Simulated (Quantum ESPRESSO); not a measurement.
Cu3F: zone-centre phonons under several settings

```xyz
4
Lattice="3.8485 0.0000 0.0000 -1.9242 3.3329 0.0000 0.0000 0.0000 4.4061" Properties=species:S:1:pos:R:3 pbc="T T T"
Cu    0.0000    2.2219    0.0000
Cu    0.0000    0.0000    0.0000
Cu    1.9242    1.1110    0.0000
F     0.0000    0.0000    2.2030
```

The cell was built by a generator and needn't be a form met in nature.

All runs used Quantum ESPRESSO 7.5; potentials GBRV 1.5 LDA; given cell; no spin polarisation; cutoff 762 eV; occupations fermi-dirac, width 0.05 eV.

```tsv
level	k mesh (s: shifted)	pressure (GPa)	lowest optical mode without the field (cm⁻¹)	highest optical mode without the field (cm⁻¹)
LDA	2 × 2 × 2	15.8	228i	335
LDA	4 × 4 × 4	?	?	?
```

Question: What stands in the row left open?

Answer: Pressure 12.6 GPa; lowest optical mode without the field 196i cm⁻¹; highest optical mode without the field 382 cm⁻¹.

Values marked i are imaginary: the cell is unstable against those modes at that level, or the meshes are too thin.

Caveats: all runs use coarse meshes; the mesh is thin for the phonons of a metal; some modes are imaginary; the cell is more than 3 GPa from zero pressure, which shifts response properties; the run has no spin polarisation, though such a crystal can be magnetic.

For the row left open. Caveat: the k mesh is coarse (spacing up to 0.47 Å⁻¹), so the values aren't converged; the mesh is thin for the phonons of a metal; some modes are imaginary; the cell is more than 3 GPa from zero pressure, which shifts response properties; the run has no spin polarisation, though such a crystal can be magnetic.
